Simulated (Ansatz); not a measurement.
# C3H7BSe: the cost of one run

Program: Ansatz 0.2.0 through its Python package. Level of theory: r2SCAN0/def2-SVP. These are calculated values, not measurements.

## 1. Starting point

Bond lengths: C1–B2 1.529 Å, B2–C3 1.584 Å, C3–C4 1.523 Å, B2–Se5 2.063 Å, C4–Se5 1.950 Å, C1–H6 1.125 Å, C1–H7 1.087 Å, C1–H8 1.163 Å, C3–H9 1.135 Å, C3–H10 1.148 Å, C4–H11 1.152 Å, C4–H12 1.053 Å. Angles (14 of 22 angles, heavy atoms first): C1–B2–C3 129.5°, C1–B2–Se5 132.2°, C3–B2–Se5 87.2°, B2–C3–C4 104.4°, C3–C4–Se5 93.1°, B2–Se5–C4 75.4°, B2–C1–H6 113.1°, B2–C1–H7 112.5°, B2–C1–H8 108.4°, B2–C3–H9 113.0°, B2–C3–H10 111.3°, C4–C3–H9 114.4°, C4–C3–H10 107.7°, C3–C4–H11 107.6°.

No structure file is read: the coordinates are typed or built in the script.

## 2. The code

The input, torsion_c3h7bse.py:

```python
# -*- coding: utf-8 -*-
"""Rigid torsion scan of C3H7BSe."""

import logging
import sys

import ansatz
from ase import Atoms

logging.basicConfig(stream=sys.stdout, format="%(levelname)s:%(name)s:%(message)s")
log = logging.getLogger("ansatz_job")
log.setLevel(logging.INFO)

atoms = Atoms(["C", "B", "C", "C", "Se", "H", "H", "H", "H", "H", "H", "H"], positions=[
    (-1.5795, 1.1633, 0.3075),
    (-0.2793, 0.5916, -0.2573),
    (0.8249, -0.2942, 0.4533),
    (1.3191, -1.2313, -0.641),
    (0.1393, -0.4547, -1.9855),
    (-1.4185, 1.821, 1.2055),
    (-2.3043, 0.3893, 0.5486),
    (-2.0418, 1.878, -0.4854),
    (0.4406, -0.8209, 1.3827),
    (1.7155, 0.3454, 0.7945),
    (0.9205, -2.2858, -0.4037),
    (2.3404, -1.1568, -0.885),
])

# relax first, so that the scan starts from a minimum
first = ansatz.Crystal.molecule_from_ase(atoms).calculation()
first = first.basis(gaussian="def2-SVP")
first = first.functional("r2scan0")
first = first.relax(force_tolerance=0.02, max_steps=80)
atoms.positions = first.run(threads=1).report["positions_ang"]

start = atoms.get_dihedral(2, 1, 0, 5)
energies = {}
for turn in range(0, 121, 20):
    turned = atoms.copy()
    turned.set_dihedral(2, 1, 0, 5, start + turn, indices=[0, 5, 6, 7])
    calc = (
        ansatz.Crystal.molecule_from_ase(turned).calculation()
        .basis(gaussian="def2-SVP")
        .functional("r2scan0")
    )
    energies[round((start + turn) % 360)] = calc.run(threads=1).report["free_energy_ev"]
floor = min(energies.values())
log.info("dihedral C2-B1-C0-H5 (deg)   E - E(min) (eV)")
for angle, e in sorted(energies.items()):
    log.info(f"{angle:8d} {(e - floor):14.3f}  " + "#" * int(30 * (e - floor) / max(max(energies.values()) - floor, 1e-9)))
```

## 3. The calls as engine input

The engine receives this input (first run):

```yaml
crystal:
  periodic: [false, false, false]
  atoms:
    - { symbol: C, position_ang: [-1.5795, 1.1633, 0.3075] }
    - { symbol: B, position_ang: [-0.2793, 0.5916, -0.2573] }
    - { symbol: C, position_ang: [0.8249, -0.2942, 0.4533] }
    - { symbol: C, position_ang: [1.3191, -1.2313, -0.641] }
    - { symbol: Se, position_ang: [0.1393, -0.4547, -1.9855] }
    - { symbol: H, position_ang: [-1.4185, 1.821, 1.2055] }
    - { symbol: H, position_ang: [-2.3043, 0.3893, 0.5486] }
    - { symbol: H, position_ang: [-2.0418, 1.878, -0.4854] }
    - { symbol: H, position_ang: [0.4406, -0.8209, 1.3827] }
    - { symbol: H, position_ang: [1.7155, 0.3454, 0.7945] }
    - { symbol: H, position_ang: [0.9205, -2.2858, -0.4037] }
    - { symbol: H, position_ang: [2.3404, -1.1568, -0.885] }
basis:
  gaussian:
    orbitals: def2-SVP
hamiltonian:
  xc: r2scan0
relax:
  f_tol: 0.02
  max_steps: 80
```

## 4. Launch

The run is started by

```
> python torsion_c3h7bse.py
```

**Question.** How long does this script take on 1 thread of Arm Neoverse V1, shared host, and how much memory does it need?

About 4.2 min, with a peak of 0.41 GiB.
